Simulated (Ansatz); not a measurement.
# GeNH4 (quartet): wave-function methods side by side, cc-pVDZ

The task here is to estimate one member of a computed series from the others.

Method: cc-pVDZ, core rule «outside noble gas», up to 15 orbitals frozen; program: Ansatz 0.2.0, Gaussian basis.

Plan: UHF; CCSD(T) on ROHF; CCSD(T) on UHF; BCCD(T) on ROHF; CISD; CCSDT(Q) on ROHF; CCSDT(Q) on UHF; CASSCF and NEVPT2, 11 electrons in 11 orbitals.

24 further runs of the same task are left out: 1 for a known fault of the program, 12 that didn't finish, 11 set aside as unsound or not needed.

## What is computed

The geometry is a PBE0/def2-TZVP stationary point (not a proven minimum) of the parent state, kept for this charge and spin. No spin-orbit coupling is included. The filled d shell of Ge may be among the frozen orbitals whatever the setting's name suggests; the logs give the count.

6 atoms, charge 0, spin multiplicity 4.

Atoms are counted from 1 here; the program's logs count them from 0.

Bond lengths: Ge1–N2 1.869 Å, Ge1–H3 1.542 Å, Ge1–H4 1.537 Å, Ge1–H5 1.537 Å, N2–H6 1.025 Å. Angles: N2–Ge1–H3 114.2°, N2–Ge1–H4 106.3°, N2–Ge1–H5 106.3°, H3–Ge1–H4 110.0°, H3–Ge1–H5 110.0°, H4–Ge1–H5 109.9°, Ge1–N2–H6 109.8°.

The first run:

Contents of in.yaml:

```yaml
crystal:
  periodic: [false, false, false]
  atoms:
    - {symbol: Ge, position_ang: [0.000000, 0.013176, 0.296556]}
    - {symbol: N, position_ang: [0.000000, -0.127734, -1.567079]}
    - {symbol: H, position_ang: [0.000000, 1.462996, 0.821916]}
    - {symbol: H, position_ang: [1.257753, -0.722789, 0.783980]}
    - {symbol: H, position_ang: [-1.257753, -0.722789, 0.783980]}
    - {symbol: H, position_ang: [0.000000, 0.808032, -1.985333]}
basis:
  gaussian: {orbitals: cc-pVDZ}
magnetization: {spin_polarized: true, initial_magnetization: 3}
hamiltonian: {xc: hf}
output: {orbitals: {seedname: orbitals}}
```

Started as:

```bash
$ ansatz run in.yaml --threads 1 --pin off --events-out ev --progress --plain --max-ram 2393MiB
```

Among the steps run: UHF; CCSD(T) on ROHF; CCSD(T) on UHF; BCCD(T) on ROHF; CISD; CCSDT(Q) on ROHF; CCSDT(Q) on UHF; CASSCF and NEVPT2, 11 electrons in 11 orbitals.

One table of the session follows, with a row left open; its other results are not shown here.

```
        method  from UCCSDT(Q) (meV)
          ROHF               +7455.1
           UHF                     ?
          RMP2               +1389.3
          UMP2               +1406.8
         RCCSD                +230.2
         UCCSD                +225.1
      RCCSD(T)                 +50.7
      UCCSD(T)                 +49.3
       BCCD(T)                 +50.1
        RCCSDT                 +12.1
        UCCSDT                 +10.0
     RCCSDT(Q)                  +3.2
     UCCSDT(Q)                     0
CASSCF valence               +5579.6
NEVPT2 valence               +1247.1
```

Estimate the missing values for UHF.

**Answer.** from UCCSDT(Q) (meV): +7242.7. In the column «from UCCSDT(Q) (meV)» it lies between CASSCF valence (+5579.6) and ROHF (+7455.1).

Not comparable, so not listed: CISD (they don't share determinant, frozen orbitals or solution with the rows shown, or repeat one).

Caveats from the session: Restricted and unrestricted rows rest on different reference determinants; where their highest levels disagree by more than a few hundredths of an eV, they describe different states and don't form one ladder.
